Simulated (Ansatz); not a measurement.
# C2H6OSi: small, medium and large basis sets

One table from this session's results is given with a row withheld; the runs are named, their logs left out.

Method: one geometry, several basis sets; program: Ansatz 0.2.0, Gaussian basis.

The runs, in order: PBE0-D4/def2-SVP; ωB97M-V/def2-SVP; PBE0-D4/def2-QZVPP; ωB97M-V/def2-QZVPP; the functionals' def2-TZVPP values are taken from earlier runs.

### The geometry

All runs share one geometry, relaxed beforehand with PBE0-D4 in a triple-zeta def2 set.

SMILES `CC1O[SiH2]1`, 10 atoms, charge 0, spin multiplicity 1.

Atoms are counted from 1 here; the program's logs count them from 0.

Bond lengths: C1–C2 1.498 Å, C1–H5 1.092 Å, C1–H6 1.093 Å, C1–H7 1.095 Å, C2–O3 1.478 Å, C2–Si4 1.811 Å, C2–H8 1.091 Å, O3–Si4 1.663 Å, Si4–H9 1.480 Å, Si4–H10 1.480 Å. Angles: C2–C1–H5 111.7°, C2–C1–H6 110.1°, C2–C1–H7 110.5°, H5–C1–H6 108.3°, H5–C1–H7 108.0°, H6–C1–H7 108.2°, C1–C2–O3 114.1°, C1–C2–Si4 125.2°, C1–C2–H8 114.1°, O3–C2–Si4 59.7°, O3–C2–H8 110.7°, Si4–C2–H8 118.4°, C2–O3–Si4 70.2°, C2–Si4–O3 50.1°, C2–Si4–H9 123.2°, C2–Si4–H10 121.3°, O3–Si4–H9 116.9°, O3–Si4–H10 116.7° and more.

As a file:

```
C    -0.7666    0.6102   -0.9768
C    -0.3367   -0.4633   -0.0242
O     1.0013   -1.0221   -0.3102
Si    0.9972   -0.3082    1.1914
H    -0.0242    1.4077   -1.0482
H    -1.7112    1.0497   -0.6468
H    -0.9147    0.1962   -1.9792
H    -1.0678   -1.2624    0.1060
H     1.1379   -1.2066    2.3593
H     1.7680    0.9476    1.3318
```

Set-up of the first run:

File in.yaml:

```yaml
crystal:
  periodic: [false, false, false]
  atoms:
    - {symbol: C, position_ang: [-0.766587, 0.610151, -0.976819]}
    - {symbol: C, position_ang: [-0.336702, -0.463262, -0.024228]}
    - {symbol: O, position_ang: [1.001263, -1.022056, -0.310168]}
    - {symbol: Si, position_ang: [0.997182, -0.308246, 1.191373]}
    - {symbol: H, position_ang: [-0.024168, 1.407749, -1.048225]}
    - {symbol: H, position_ang: [-1.711242, 1.049705, -0.646816]}
    - {symbol: H, position_ang: [-0.914669, 0.196199, -1.979242]}
    - {symbol: H, position_ang: [-1.067761, -1.262400, 0.105970]}
    - {symbol: H, position_ang: [1.137874, -1.206638, 2.359264]}
    - {symbol: H, position_ang: [1.768010, 0.947597, 1.331792]}
basis:
  gaussian: {orbitals: def2-SVP}
hamiltonian: {xc: pbe0, dispersion: d4}
output: {orbitals: {seedname: orbitals}}
```

On the command line:

```
ansatz run in.yaml --threads 2 --pin off --events-out ev --progress --plain --max-ram 4352MiB
```

Steps of the session up to this table: PBE0-D4 in def2-SVP; ωB97M-V in def2-SVP; PBE0-D4 in def2-QZVPP; ωB97M-V in def2-QZVPP.

One of the session's tables, all rows but one given; the rest of the session is left out.

It belongs to the step «Density functionals: the series». 

```
functional       basis  HOMO (eV)  LUMO (eV)
   PBE0-D4    def2-SVP      -7.28      -0.06
   PBE0-D4  def2-TZVPP      -7.31      -0.46
   PBE0-D4  def2-QZVPP      -7.34      -0.58
   ωB97M-V    def2-SVP          ?          ?
   ωB97M-V  def2-TZVPP      -9.53       1.28
   ωB97M-V  def2-QZVPP      -9.56       0.97
```

**Question.** Estimate the row for ωB97M-V, def2-SVP.

The run gave: HOMO (eV): -9.47; LUMO (eV): 1.89. In the column «HOMO (eV)» it lies between ωB97M-V, def2-TZVPP (-9.53) and PBE0-D4, def2-QZVPP (-7.34).
